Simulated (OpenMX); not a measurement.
# Tc under changes of volume

One of the cells (14.248 Å³/atom); the others are scaled copies at fixed shape and fractional positions:

```
Tc
1.0
     2.73936    0.00000    0.00000
    -1.36968    2.37235    0.00000
     0.00000    0.00000    8.76968
Tc
4
Direct
  0.66667 0.33333 0.75000
  0.00000 0.00000 0.50000
  0.33333 0.66667 0.25000
  0.00000 0.00000 0.00000
```

```yaml
Program: OpenMX 3.8.5
Functional: LDA
Potentials_or_basis: OpenMX 2013 LDA set, Tc7.0-s3p2d2, fixed grid of 28 × 28 × 105 points
k_mesh: 11 × 11 × 3
Occupations: fermi-dirac, width 0.05 eV
Spin: no spin polarisation
```

```csv
volume (Å³/atom),energy over the lowest point (meV/atom),largest force (eV/Å)
13.393,?,?
13.678,17.17,0.026
13.963,1.58,0.033
14.248,0.00,0.021
14.533,10.96,0.031
14.818,32.98,0.032
15.103,64.76,0.021
```

Problem. What does the run at 13.393 Å³/atom give?

Solution. Energy over the lowest point 48.42 meV/atom; largest force 0.022 eV/Å.

Worked out: A Birch-Murnaghan fit of order 3 (a polynomial in V^(-2/3)) to the other rows has its minimum at 14.14 Å³/atom with B0 = V·E''(V) = 364 GPa and B' = 5.0 at fixed shape and positions, which overstates the stiffness. It gives 48.68 meV/atom at 13.393 Å³/atom, against the run's 48.42.

Energies are extrapolated to zero smearing.

Caveats: the basis of atomic orbitals isn't converged, which shifts pressures, moduli and gaps.
